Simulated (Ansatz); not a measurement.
**HSeO₂− (SMILES [O-][Se]O): one structure at several levels**

The task here is to estimate one member of a computed series from the others.

Computed with Ansatz 0.2.0, Gaussian basis. Level: single points in def2-TZVPPD.

Cores are frozen in the correlated methods. Filled d shells of the heavier atoms are correlated.

### The starting structure

SMILES `[O-][Se]O`, 4 atoms, charge -1, spin multiplicity 1.

Atoms are counted from 1 here; the program's logs count them from 0.

Bond lengths: O1–Se2 1.692 Å, Se2–O3 1.851 Å, O3–H4 0.968 Å. Angles: O1–Se2–O3 99.7°, Se2–O3–H4 99.6°.

As a file:

| atom | x (Å) | y (Å) | z (Å) |
| --- | --- | --- | --- |
| O1 | 0.87660 | 0.13730 | 1.25810 |
| Se2 | -0.73320 | 0.29090 | 0.76130 |
| O3 | -0.55740 | -0.18960 | -1.01760 |
| H4 | 0.39430 | -0.36570 | -1.04410 |

The first run:

run/in.yaml

```yaml
crystal:
  periodic: [false, false, false]
  atoms:
    - {symbol: O, position_ang: [0.876600, 0.137300, 1.258100]}
    - {symbol: Se, position_ang: [-0.733200, 0.290900, 0.761300]}
    - {symbol: O, position_ang: [-0.557400, -0.189600, -1.017600]}
    - {symbol: H, position_ang: [0.394300, -0.365700, -1.044100]}
basis:
  gaussian: {orbitals: "def2-TZVPPD.json"}
total_charge: -1
correlation: {method: ccsd_t}
output: {forces: true}
```

The basis file named in the input lies beside it (Basis Set Exchange, JSON).

No record of the launch command was kept for these runs.

Among the steps run: CCSD(T)/def2-TZVPPD; PBE0-D4/def2-TZVPPD; wB97M-V/def2-TZVPPD; r2SCAN-D4/def2-TZVPPD; PBE-D4/def2-TZVPPD; r2SCAN0-D4/def2-TZVPPD; SPW92/def2-TZVPPD.

One of the session's tables, all rows but one given; the rest of the session is left out.

| method | RMS force component (eV/Å) | angle to CCSD(T) forces (°) |
| --- | --- | --- |
| CCSD(T) | 0.374 | reference |
| PBE0-D4 | 0.262 | 31.8 |
| wB97M-V | 0.264 | 24.1 |
| r2SCAN-D4 | 0.406 | 15.1 |
| PBE-D4 | ? | ? |
| r2SCAN0-D4 | 0.270 | 67.1 |
| SPW92 | 0.349 | 46.9 |

Q: Estimate the row for PBE-D4 from the others.

**Answer.** RMS force component (eV/Å): 0.641; angle to CCSD(T) forces (°): 19.1. In the column «RMS force component (eV/Å)» it is the highest.

To keep in mind: The anion's highest level is positive in at least one run, so there the basis alone may hold the extra electron.
